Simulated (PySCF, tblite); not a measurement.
**Cl2FGe2H3O, a small molecule taken as a stand-in for a surface group (Ge site with back bonds O[GeH3], F, Cl): NMR shifts, core binding energies and electronic excitations**

What NMR shifts, core binding energies and electronic excitations should one expect for `[F][Ge]([Cl])([Cl])[O][GeH3]`?

Programs: tblite 0.8.0 and PySCF 2.14.0. All values are calculated, for the isolated system unless a continuum is named. Atoms count from 0, parts from 1.

### 1 The system as given

9 atoms, charge 0, multiplicity 1; geometry: distance geometry start.

### 2 Geometry optimisation with GFN2-xTB

The job: settings as JSON, then the geometry in Å.

```
{"job": {"kind": "relax", "xc": "GFN2-xTB", "basis": "xTB"}, "charge": 0, "multiplicity": 1}
Ge    -1.313783     0.626759    -0.273651
O      0.397446     0.635460    -0.733789
Ge     1.453204    -0.457541     0.138217
F     -2.022371     2.102214    -0.845018
Cl    -2.316345    -0.984813    -1.324665
Cl    -1.658743     0.500680     1.860932
H      0.782890    -1.162425     1.316656
H      2.013614    -1.592521    -0.799529
H      2.683613     0.359528     0.634480
```

Method: GFN2-xTB geometry optimisation, gas phase.

Launch:

```console
$ OMP_NUM_THREADS=1 python cluster_run.py task.json out
```

One launch serves the whole session: the jobs run in the order shown.

The program printed:

```text
step      E/eV     max force
  0    -638.22196    1.752
  1    -638.31956    1.113
  2    -638.43320    0.798
  3    -638.44807    0.700
  4    -638.49081    0.370
  5    -638.49612    0.290
  6    -638.51584    0.369
  7    -638.52429    0.424
  8    -638.53682    0.345
  9    -638.54275    0.291
 10    -638.54823    0.228
 11    -638.55379    0.367
 12    -638.56317    0.448
 13    -638.57267    0.328
 14    -638.57733    0.175
 15    -638.58002    0.140
 16    -638.58322    0.166
 17    -638.58820    0.229
 18    -638.59617    0.280
 19    -638.60382    0.254
 20    -638.60816    0.151
 21    -638.60972    0.092
 22    -638.61053    0.097
 23    -638.61200    0.117
 24    -638.61393    0.125
 25    -638.61565    0.101
 26    -638.61647    0.058
 27    -638.61677    0.041
 28    -638.61694    0.038
 29    -638.61713    0.038
 30    -638.61734    0.044
 31    -638.61758    0.047
 32    -638.61781    0.035
 33    -638.61796    0.021
 34    -638.61802    0.019
 35    -638.61805    0.017
 36    -638.61808    0.019
 37    -638.61814    0.025
 38    -638.61820    0.022
 39    -638.61826    0.021
 40    -638.61831    0.021
 41    -638.61837    0.021
 42    -638.61843    0.024
 43    -638.61848    0.022
 44    -638.61853    0.021
 45    -638.61859    0.019
 46    -638.61868    0.032
 47    -638.61887    0.052
 48    -638.61919    0.065
 49    -638.61965    0.057
 50    -638.62013    0.049
 51    -638.62049    0.045
 52    -638.62076    0.048
 53    -638.62120    0.075
 54    -638.62180    0.128
 55    -638.62293    0.118
 56    -638.62415    0.089
 57    -638.62486    0.063
 58    -638.62508    0.026
 59    -638.62513    0.023
 60    -638.62519    0.018
 61    -638.62527    0.018
 62    -638.62537    0.019
 63    -638.62542    0.015
 64    -638.62545    0.009
 65    -638.62545    0.008
```

It took 1.9 s on 1 thread of Arm Neoverse V1, shared host.

Along the way: (not every step is listed)

```csv
step,energy from step 0 (eV),largest force (eV/Å)
0,0.0000,1.7521
2,-0.2112,0.7980
4,-0.2689,0.3692
6,-0.2939,0.3697
8,-0.3149,0.3447
10,-0.3263,0.2284
12,-0.3412,0.4471
14,-0.3554,0.1755
16,-0.3613,0.1659
20,-0.3862,0.1514
24,-0.3920,0.1253
28,-0.3950,0.0375
32,-0.3958,0.0352
36,-0.3961,0.0186
40,-0.3963,0.0209
44,-0.3966,0.0215
48,-0.3972,0.0643
52,-0.3988,0.0473
56,-0.4022,0.0889
58,-0.4031,0.0264
60,-0.4032,0.0184
62,-0.4034,0.0196
64,-0.4035,0.0088
65,-0.4035,0.0079
```

Close pairs (by a distance rule), those that changed most:

```csv
bond,before (Å),after (Å),change (Å)
Ge0–Cl5,2.166,2.074,-0.092
Ge0–Cl4,2.170,2.078,-0.092
Ge2–H7,1.575,1.500,-0.075
Ge2–H8,1.558,1.493,-0.065
Ge0–O1,1.772,1.712,-0.060
Ge2–H6,1.528,1.502,-0.026
Ge0–F3,1.734,1.747,+0.014
O1–Ge2,1.752,1.757,+0.005
```

### 3 Optimising the geometry at PBE0-D3(BJ)/def2-SVP

The job: settings as JSON, then the geometry in Å.

```
{"job": {"xc": "PBE0", "basis": "def2-SVP", "d3": "d3bj", "grid": 2, "kind": "geom", "shake": 0.01}, "charge": 0, "multiplicity": 1}
Ge    -1.426337     0.532622    -0.164336
O      0.255086     0.526347    -0.053091
Ge     1.596263    -0.563098     0.176911
F     -1.684014     2.085172    -0.981546
Cl    -2.195714    -0.934704    -1.424941
Cl    -2.319181     0.706627     1.707335
H      1.368261    -1.344405     1.441707
H      1.703934    -1.444943    -1.025127
H      2.745951     0.413236     0.314540
```

The program printed:

```text
step   0  E = -5249.48897280  max force = 0.047528
step   1  E = -5249.49693666  max force = 0.017650
step   2  E = -5249.49808144  max force = 0.004122
step   3  E = -5249.49827946  max force = 0.003124
step   4  E = -5249.49850512  max force = 0.002944
step   5  E = -5249.49856958  max force = 0.001810
step   6  E = -5249.49862212  max force = 0.000560
step   7  E = -5249.49863701  max force = 0.000874
step   8  E = -5249.49867015  max force = 0.001360
step   9  E = -5249.49868817  max force = 0.001104
step  10  E = -5249.49872099  max force = 0.000331
step  11  E = -5249.49873349  max force = 0.000415
optimisation converged
```

It took 3.4 min on 1 thread of Arm Neoverse V1, shared host; peak memory 0.74 GiB.

Relaxation path:

```csv
step,energy from step 0 (eV),largest force component (eV/Å)
0,0.0000,2.4440
1,-0.2167,0.9076
2,-0.2479,0.2120
3,-0.2532,0.1606
4,-0.2594,0.1514
5,-0.2611,0.0931
6,-0.2626,0.0288
7,-0.2630,0.0449
8,-0.2639,0.0699
9,-0.2644,0.0568
10,-0.2653,0.0170
11,-0.2656,0.0213
```

Distances of close pairs at the start and the end, largest changes first:

```csv
bond,before (Å),after (Å),change (Å)
O1–Ge2,1.743,1.803,+0.059
Ge0–F3,1.773,1.716,-0.057
Ge0–Cl4,2.082,2.132,+0.050
Ge2–H7,1.495,1.535,+0.040
Ge0–Cl5,2.081,2.121,+0.040
Ge0–O1,1.685,1.724,+0.038
Ge2–H6,1.504,1.537,+0.033
Ge2–H8,1.515,1.532,+0.017
```

The end geometry stands in the next job.

```csv
at the end point,value
point group (found at 0.08 Å tolerance),C1
"rotational constants (GHz, main isotopes)","1.560, 0.622, 0.564"
dipole moment (D),2.90
```

### 4 NMR shieldings: PBE0/pcSseg-1

The job: settings as JSON, then the geometry in Å.

```
{"job": {"kind": "nmr", "xc": "PBE0", "basis": "pcSseg-1"}, "charge": 0, "multiplicity": 1}
Ge    -1.366644     0.675766    -0.135199
O      0.348895     0.754274     0.010665
Ge     1.577776    -0.560437     0.114539
F     -1.875053     1.911584    -1.212442
Cl    -1.978002    -1.197555    -0.948757
Cl    -2.325537     1.009428     1.726628
H      1.020714    -1.668850     1.022213
H      1.836947    -1.072038    -1.309368
H      2.805107     0.124690     0.723199
```

With the program's defaults for keys left out, this is: GIAO PBE0/pcSseg-1 NMR shielding, non-relativistic, gas phase.

The program printed:

```text
coarse grid: 45360 points
cycle   1  E = -5249.6784000969  dE = -7.189e-01  |g| = 1.594e+00  |ddm| = 3.263e+00
cycle   2  E = -5249.1526833997  dE =  5.257e-01  |g| = 2.340e+00  |ddm| = 2.303e+00
cycle   3  E = -5249.9159962571  dE = -7.633e-01  |g| = 4.207e-01  |ddm| = 1.674e+00
cycle   4  E = -5249.9460229155  dE = -3.003e-02  |g| = 1.230e-01  |ddm| = 3.412e-01
cycle   5  E = -5249.9480215413  dE = -1.999e-03  |g| = 4.325e-02  |ddm| = 1.003e-01
cycle   6  E = -5249.9483155504  dE = -2.940e-04  |g| = 8.385e-03  |ddm| = 2.964e-02
cycle   7  E = -5249.9483245837  dE = -9.033e-06  |g| = 2.674e-03  |ddm| = 6.962e-03
final grid: 88496 points
cycle   8  E = -5249.9483388241  dE =  7.088e-07  |g| = 3.461e-03  |ddm| = 5.576e-03
cycle   9  E = -5249.9483369493  dE =  1.875e-06  |g| = 4.842e-03  |ddm| = 6.946e-03
cycle  10  E = -5249.9483412100  dE = -4.261e-06  |g| = 3.864e-04  |ddm| = 3.878e-03
cycle  11  E = -5249.9483412378  dE = -2.778e-08  |g| = 1.003e-04  |ddm| = 3.214e-04
cycle  12  E = -5249.9483412391  dE = -1.280e-09  |g| = 1.050e-05  |ddm| = 5.715e-05
cycle  13  E = -5249.9483412391  dE = -1.455e-11  |g| = 5.094e-06  |ddm| = 9.314e-06
converged SCF energy = -5249.9483412391

GIAO shielding tensors (ppm)
atom      isotropic    diamagn.    paramagn.     s11        s22        s33       span
  0 Ge    1301.702    2755.727   -1454.024   1248.973   1298.607   1357.528    108.555
  1 O      255.357     408.457    -153.100    175.605    251.851    338.614    163.009
  2 Ge    1395.944    2755.695   -1359.751   1275.099   1309.583   1603.151    328.052
  3 F      281.206     474.607    -193.401    225.670    239.292    378.655    152.985
  4 Cl     822.716    1148.614    -325.897    693.044    735.903   1039.203    346.158
  5 Cl     821.551    1147.677    -326.127    696.001    723.049   1045.602    349.601
  6 H       25.917      28.266      -2.348     18.844     23.897     35.011     16.167
  7 H       25.962      27.877      -1.915     19.083     22.564     36.239     17.156
  8 H       26.039      27.338      -1.299     19.224     21.608     37.285     18.061
```

Run time: 38 s. Hardware: 1 thread of Arm Neoverse V1, shared host; peak memory 0.97 GiB.

The references, computed at this level on geometries of the same kind, shield at (ppm): $^{1}$H TMS 31.27, $^{19}$F CFCl3 177.2, $^{17}$O H2O 334.6, $^{73}$Ge GeMe4 1330, $^{35}$Cl HCl 943. Their shielding less the atom's gives the shift. The references are single molecules in the gas phase, so shifts against H2O, NH3, PH3, H3PO4 or CFCl3 are not on the usual liquid scales and can be off by tens of ppm.

```csv
atoms,environment,σ (ppm),δ (ppm)
H6,hydrogen on a germanium bonded to O,25.92,5.35
H7,hydrogen on a germanium bonded to O,25.96,5.30
H8,hydrogen on a germanium bonded to O,26.04,5.23
Ge0,"germanium bonded to 2 Cl, F, O",1302,29
Ge2,"germanium bonded to O, 3 H",1396,-66
O1,oxygen bonded to 2 Ge,255.4,79.2
F3,fluorine bonded to Ge,281.2,-104.0
Cl5,chlorine bonded to Ge,822,122
Cl4,chlorine bonded to Ge,823,121
```

The run also stored atomic charges by several schemes (e):

```csv
atoms,Mulliken,IAO,Hirshfeld,ESP fit
Ge0,1.38,1.37,0.54,0.45
O1,-0.89,-0.80,-0.33,-0.32
Ge2,0.51,0.72,0.40,0.37
F3,-0.45,-0.49,-0.22,-0.20
Cl4,-0.29,-0.28,-0.11,-0.11
Cl5,-0.28,-0.27,-0.11,-0.10
```

Mayer bond orders: Ge0–O1 0.93, O1–Ge2 0.70, Ge0–F3 0.87, Ge0–Cl4 0.98, Ge0–Cl5 1.01.

The fields below are evaluated on a grid from the run's orbitals.

Frontier orbitals at PBE0/pcSseg-1, with the share of their density that lies nearest to each atom:

```csv
orbital,energy (eV),lies on
HOMO,-9.39,O1 45 %; H7 20 %; Cl5 15 %
LUMO,-1.63,"Ge0 30 %; Cl4, Cl5 about 18 % each; O1 12 %"
```

ELF in a plane through or near 3 of the atoms.

Ten even steps from '0' (0.00) to '9' (1.00):
```
0000000000000000000000000000
0000000000000000000000000000
0000000000000000000000000000
0000000000000000000010000000
0000015641000000001232100000
0000899994001220001344320000
0004999996114664001222210000
0006999996227887211100000000
0003999972147557311110000000
0000357622147457233132100000
0000013421127776132255310000
0000015776422433111344310000
0000159999920000111122100000
0000289999950000110000000000
0000169999950001221000000000
0000004788600000222100000000
0000000000000000011000000000
0000000000000000000000000000
0000000000000000000000000000
0000000000000000000000000000
```
The map spans 10.4 Å across and 8.7 Å up, centred on the molecule. Atoms in the plane (x, y in Å): O1 (0.0, 0.5), H7 (-2.0, -1.3), H8 (-2.6, 1.1).

On the surface of density 0.002 e/bohr³ the electrostatic potential runs, from the 1st to the 99th percentile, from -0.96 V near F3 to 1.65 V near H7.

### 5 X-ray photoelectron lines: SCAN, X2C

The job, as its differences from that of step 4:

```diff
@@ -1,2 +1,2 @@
-{"job": {"kind": "nmr", "xc": "PBE0", "basis": "pcSseg-1"}, "charge": 0, "multiplicity": 1}
+{"job": {"kind": "xps", "holes": 5}, "charge": 0, "multiplicity": 1}
 Ge    -1.366644     0.675766    -0.135199
```

Level: delta-SCF UKS SCAN, pcX-2 on the ionised atom, pcseg-1 elsewhere, spin-free X2C.

The program printed:

```text
ground state, core basis on atom 1 (O), 164 functions
  cycle   1  E = -5287.80745621  |g| = 1.06e+00
  cycle   2  E = -5286.70797969  |g| = 2.52e+00
  cycle   3  E = -5287.97365944  |g| = 3.90e-01
  cycle   4  E = -5288.00804226  |g| = 1.75e-01
  cycle   5  E = -5288.01380660  |g| = 6.59e-02
  cycle   6  E = -5288.01460832  |g| = 2.10e-02
  cycle   7  E = -5288.01470133  |g| = 6.10e-03
  cycle   8  E = -5288.01471213  |g| = 1.02e-03
  cycle   9  E = -5288.01470920  |g| = 2.23e-04
  E(ground) = -5288.28164373 Eh
hole in O 1s of atom 1
  cycle   1  E = -5267.37999220  |g| = 2.24e+00
  cycle   2  E = -5266.57540678  |g| = 2.38e+00
  cycle   3  E = -5268.09896993  |g| = 5.58e-01
  cycle   4  E = -5268.15020626  |g| = 4.10e-01
  cycle   5  E = -5268.23644478  |g| = 8.56e-02
  cycle   6  E = -5268.23811711  |g| = 4.78e-02
  cycle   7  E = -5268.23904594  |g| = 1.09e-02
  cycle   8  E = -5268.23909970  |g| = 2.01e-03
  cycle   9  E = -5268.23910403  |g| = 6.44e-04
  cycle  10  E = -5268.23910181  |g| = 1.75e-04
  E(ion) = -5268.50615320 Eh   <S^2> = 0.7643   hole on atom = 1.000   binding energy = 538.119 eV
ground state, core basis on atom 3 (F), 164 functions
  cycle   1  E = -5288.02110067  |g| = 1.84e-01
  cycle   2  E = -5288.00444213  |g| = 3.29e-01
  cycle   3  E = -5288.02429511  |g| = 5.44e-02
  cycle   4  E = -5288.02482373  |g| = 1.72e-02
  cycle   5  E = -5288.02491206  |g| = 3.57e-03
  cycle   6  E = -5288.02491154  |g| = 1.45e-03
  cycle   7  E = -5288.02491079  |g| = 2.17e-04
  E(ground) = -5288.29703424 Eh
hole in F 1s of atom 3
  cycle   1  E = -5261.66666921  |g| = 2.59e+00
  cycle   2  E = -5261.43186827  |g| = 2.22e+00
  cycle   3  E = -5262.46404484  |g| = 4.91e-01
  cycle   4  E = -5262.47690696  |g| = 4.62e-01
  cycle   5  E = -5262.58069394  |g| = 9.79e-02
  cycle   6  E = -5262.58288236  |g| = 6.21e-02
  cycle   7  E = -5262.58480893  |g| = 7.07e-03
  cycle   8  E = -5262.58483506  |g| = 2.52e-03
  cycle   9  E = -5262.58484220  |g| = 1.24e-03
  cycle  10  E = -5262.58484146  |g| = 3.45e-04
  E(ion) = -5262.86291752 Eh   <S^2> = 0.7572   hole on atom = 1.000   binding energy = 692.098 eV
ground state, core basis on atom 4 (Cl), 175 functions
  cycle   1  E = -5288.16333023  |g| = 4.97e-01
  cycle   2  E = -5288.15788634  |g| = 2.16e-01
  cycle   3  E = -5288.14813874  |g| = 3.21e-01
  cycle   4  E = -5288.16539529  |g| = 1.74e-02
  cycle   5  E = -5288.16542914  |g| = 1.20e-02
  cycle   6  E = -5288.16545670  |g| = 2.75e-03
  cycle   7  E = -5288.16545842  |g| = 8.24e-04
  cycle   8  E = -5288.16545905  |g| = 2.34e-04
  E(ground) = -5288.41893248 Eh
hole in Cl 2p of atom 4
  cycle   1  E = -5280.07335623  |g| = 1.71e+00
  cycle   2  E = -5279.94235396  |g| = 1.36e+00
  cycle   3  E = -5280.37719099  |g| = 5.96e-01
  cycle   4  E = -5280.51885511  |g| = 2.73e-01
  cycle   5  E = -5280.53957906  |g| = 1.23e-01
  cycle   6  E = -5280.54698161  |g| = 4.31e-02
  cycle   7  E = -5280.54782876  |g| = 1.24e-02
  cycle   8  E = -5280.54787094  |g| = 7.55e-03
  cycle   9  E = -5280.54789636  |g| = 1.12e-03
  cycle  10  E = -5280.54790111  |g| = 1.74e-04
  E(ion) = -5280.80997970 Eh   <S^2> = 0.7523   hole on atom = 1.001   binding energy = 207.050 eV
  2p3/2 = 206.459 eV   2p1/2 = 208.113 eV
ground state, core basis on atom 5 (Cl), 175 functions
  cycle   1  E = -5288.16539786  |g| = 4.85e-01
  cycle   2  E = -5288.16551844  |g| = 4.85e-02
  cycle   3  E = -5288.16533426  |g| = 4.56e-02
  cycle   4  E = -5288.16579594  |g| = 1.43e-02
  cycle   5  E = -5288.16584243  |g| = 6.17e-03
  cycle   6  E = -5288.16584469  |g| = 1.23e-03
  cycle   7  E = -5288.16584790  |g| = 1.29e-04
  E(ground) = -5288.41911610 Eh
hole in Cl 2p of atom 5
  cycle   1  E = -5280.07690097  |g| = 1.71e+00
  cycle   2  E = -5279.86666607  |g| = 1.38e+00
  cycle   3  E = -5280.39621852  |g| = 5.52e-01
  cycle   4  E = -5280.51713704  |g| = 2.85e-01
  cycle   5  E = -5280.54031654  |g| = 1.26e-01
  cycle   6  E = -5280.54779538  |g| = 4.99e-02
  cycle   7  E = -5280.54906828  |g| = 1.22e-02
  cycle   8  E = -5280.54910074  |g| = 8.24e-03
  cycle   9  E = -5280.54912881  |g| = 1.43e-03
  cycle  10  E = -5280.54912901  |g| = 1.69e-04
  E(ion) = -5280.81022404 Eh   <S^2> = 0.7522   hole on atom = 1.001   binding energy = 207.048 eV
  2p3/2 = 206.459 eV   2p1/2 = 208.113 eV
```

Wall time 31 s (1 thread of Arm Neoverse V1, shared host); peak memory 0.59 GiB.

Binding energies by hole, beside the orbital energy of the ground state; the difference holds orbital relaxation and, for a density functional, its self-interaction error:

```csv
hole,stands for,environment,ΔSCF (eV; 2p as the shell's mean),−ε (eV),⟨S²⟩
O1s on O1,O1,oxygen bonded to 2 Ge,538.12,517.5,0.764
F1s on F3,F3,fluorine bonded to Ge,692.10,666.8,0.757
Cl2p on Cl4,Cl4,chlorine bonded to Ge,207.01,194.2,0.752
Cl2p on Cl5,Cl5,chlorine bonded to Ge,207.01,194.1,0.752
```

With the spin-orbit splitting: Cl4 2p3/2 206.46, 2p1/2 208.11 eV; Cl5 2p3/2 206.46, 2p1/2 208.11 eV. The table gives each 2p level as the mean over the whole 2p shell (two parts 2p3/2, one part 2p1/2), which differs a little from the single hole in the log.

### 6 Excited states and response: CAM-B3LYP/def2-SVPD

The job, as its differences from that of step 5:

```diff
@@ -1,2 +1,2 @@
-{"job": {"kind": "xps", "holes": 5}, "charge": 0, "multiplicity": 1}
+{"job": {"kind": "uv", "xc": "CAM-B3LYP", "basis": "def2-SVPD", "nstates": 6, "ntriplets": 2, "ip": true}, "charge": 0, "multiplicity": 1}
 Ge    -1.366644     0.675766    -0.135199
```

Level: TDDFT CAM-B3LYP/def2-SVPD, vertical, gas phase, core orbitals frozen in the response.

The program printed:

```text
coarse grid: 45360 points
cycle   1  E = -5250.5286268050  dE = -6.824e-01  |g| = 1.115e+00  |ddm| = 4.031e+00
cycle   2  E = -5250.3138640240  dE =  2.148e-01  |g| = 1.618e+00  |ddm| = 3.868e+00
cycle   3  E = -5250.7357549315  dE = -4.219e-01  |g| = 1.647e-01  |ddm| = 2.174e+00
cycle   4  E = -5250.7408101844  dE = -5.055e-03  |g| = 4.809e-02  |ddm| = 2.796e-01
cycle   5  E = -5250.7411765668  dE = -3.664e-04  |g| = 1.661e-02  |ddm| = 5.657e-02
cycle   6  E = -5250.7412188222  dE = -4.226e-05  |g| = 4.256e-03  |ddm| = 2.020e-02
cycle   7  E = -5250.7412222966  dE = -3.474e-06  |g| = 1.059e-03  |ddm| = 5.461e-03
final grid: 88496 points
cycle   8  E = -5250.7411976974  dE = -1.271e-07  |g| = 1.018e-03  |ddm| = 3.022e-03
cycle   9  E = -5250.7411976563  dE =  4.110e-08  |g| = 1.141e-03  |ddm| = 1.748e-03
cycle  10  E = -5250.7411978195  dE = -1.632e-07  |g| = 1.483e-04  |ddm| = 9.394e-04
cycle  11  E = -5250.7411978230  dE = -3.440e-09  |g| = 2.066e-05  |ddm| = 1.374e-04
cycle  12  E = -5250.7411978231  dE = -8.549e-11  |g| = 1.225e-05  |ddm| = 5.202e-05
converged SCF energy = -5250.7411978231

Static polarisability (au): isotropic 86.280, principal 76.008 87.983 94.849

Singlet excitations
state   eV       nm        f      main configurations
  1   6.5524    189.2   0.00230   H->L 0.75
  2   6.7679    183.2   0.02648   H-1->L 0.46, H-2->L 0.27, H-3->L 0.09
  3   6.9529    178.3   0.02089   H-3->L 0.56, H-1->L 0.18
  4   7.0995    174.6   0.05315   H-2->L 0.36, H-3->L 0.19, H-4->L 0.14
  5   7.3123    169.6   0.03406   H-5->L 0.45, H-4->L 0.35
  6   7.4014    167.5   0.01919   H-5->L 0.38, H-4->L 0.26

Triplet excitations (Tamm-Dancoff, eV): 6.1126 6.2386
Vertical ionisation energy (delta-SCF) = 11.5056 eV
Vertical electron affinity (delta-SCF) = 0.1166 eV
```

Wall time 5.4 min (1 thread of Arm Neoverse V1, shared host); peak memory 1.2 GiB.

The orbitals next to the gap, with their largest atomic shares:

```csv
orbital,eV,atoms
HOMO−3,-11.34,"Cl4 48 %, Cl5 34 %, Ge0 5 %"
HOMO−2,-11.13,"Cl5 35 %, Cl4 26 %, O1 12 %"
HOMO−1,-11.05,"Cl4 27 %, O1 24 %, Cl5 18 %"
HOMO,-10.76,"O1 42 %, Ge2 17 %, Cl5 14 %"
LUMO,-0.78,"Ge0 24 %, Cl5 22 %, Cl4 21 %"
LUMO+1,0.48,"Ge2 41 %, H6 11 %, H7 10 %"
LUMO+2,0.72,"Ge2 38 %, H8 10 %, H7 9 %"
```

With each of the 6 states as a Gaussian band of 0.4 eV half-width at 1/e, the curve within the window shown has maxima at 174 nm (ε 4,900) L/(mol cm). Beyond the last state computed it falls off for lack of states. The curve at chosen wavelengths:

```csv
nm,ε (L/mol/cm)
161,1232
163,1901
165,2668
167,3444
169,4125
170,4402
172,4789
174,4931
176,4832
178,4530
180,4077
182,3534
184,2956
185,2670
187,2123
189,1635
191,1219
193,881
195,618
197,421
199,278
200,224
202,142
204,88
206,53
208,31
```

Further results of this job:

```csv
property,computed
dipole moment (D),3.05
polarisability (Å³),12.79
HOMO–LUMO gap (eV),9.98
−ε(HOMO) (eV),10.76
```

### 7 What came out

| quantity | value |
| --- | --- |
| point group | C1 |
| rotational constants (main isotopes) | 1.56, 0.62, 0.56 GHz |
| $^{1}$H shifts against TMS (PBE0/pcSseg-1) | 5.35, 5.30, 5.23 ppm |
| $^{73}$Ge shifts against GeMe4 (PBE0/pcSseg-1) | 29, -66 ppm |
| $^{17}$O shifts against H2O (PBE0/pcSseg-1) | 79.2 ppm |
| $^{19}$F shifts against CFCl3 (PBE0/pcSseg-1) | -104.0 ppm |
| $^{35}$Cl shifts against HCl (PBE0/pcSseg-1) | 122, 121 ppm |
| potential on the surface of density 0.002 e/bohr³, 1st and 99th percentile | -0.96 V and 1.65 V |
| Cl2p binding energies, SCAN/pcX-2 | Cl5 207.01, Cl4 207.01 eV |
| O1s binding energies, SCAN/pcX-2 | O1 538.12 eV |
| F1s binding energies, SCAN/pcX-2 | F3 692.10 eV |
| lowest singlet (CAM-B3LYP/def2-SVPD) | 6.55 eV (189 nm), f = 0.002 |
| brightest single state of those computed | state 4, 7.10 eV, f = 0.053 |
| lowest triplet | 6.11 eV |
| vertical ionisation energy (ΔSCF) | 11.51 eV |
| vertical electron affinity (ΔSCF) | 0.12 eV |

The start of the PBE0/def2-SVP relaxation was shaken at random by about 0.01 Å, so part of the energy gained, and of the first lengths quoted, undoes that. Relaxing lowered the energy by 0.266 eV in 11 steps; the close pair that moved most is O1–Ge2, from 1.743 to 1.803 Å (PBE0/def2-SVP). No frequency check was run at this level, so the end point may be a saddle. Hydrogens of an XH3 group are listed apart at this fixed geometry; free rotation makes them one line at their mean. At PBE0/pcSseg-1, counted by nearest atom on the grid, the HOMO lies on O1 45 %; H7 20 %, the LUMO on Ge0 30 %; Cl4, Cl5 about 18 % each. At SCAN/pcX-2: the Cl2p levels computed lie within 0.00 eV of one another, too close to rank. The first singlet state (HOMO→LUMO 0.75) lies at 6.55 eV and is weak; of the 6 states computed, the strongest absorption comes from state 4 at 7.10 eV. The lowest triplet lies 0.44 eV below the lowest singlet (triplets in Tamm-Dancoff, singlets in full TDDFT). The orbital energy would give 10.76 eV for ionisation, ΔSCF gives 11.51 eV. Spin-orbit coupling is left out, which matters for shieldings and couplings at and beside the heavy atoms.
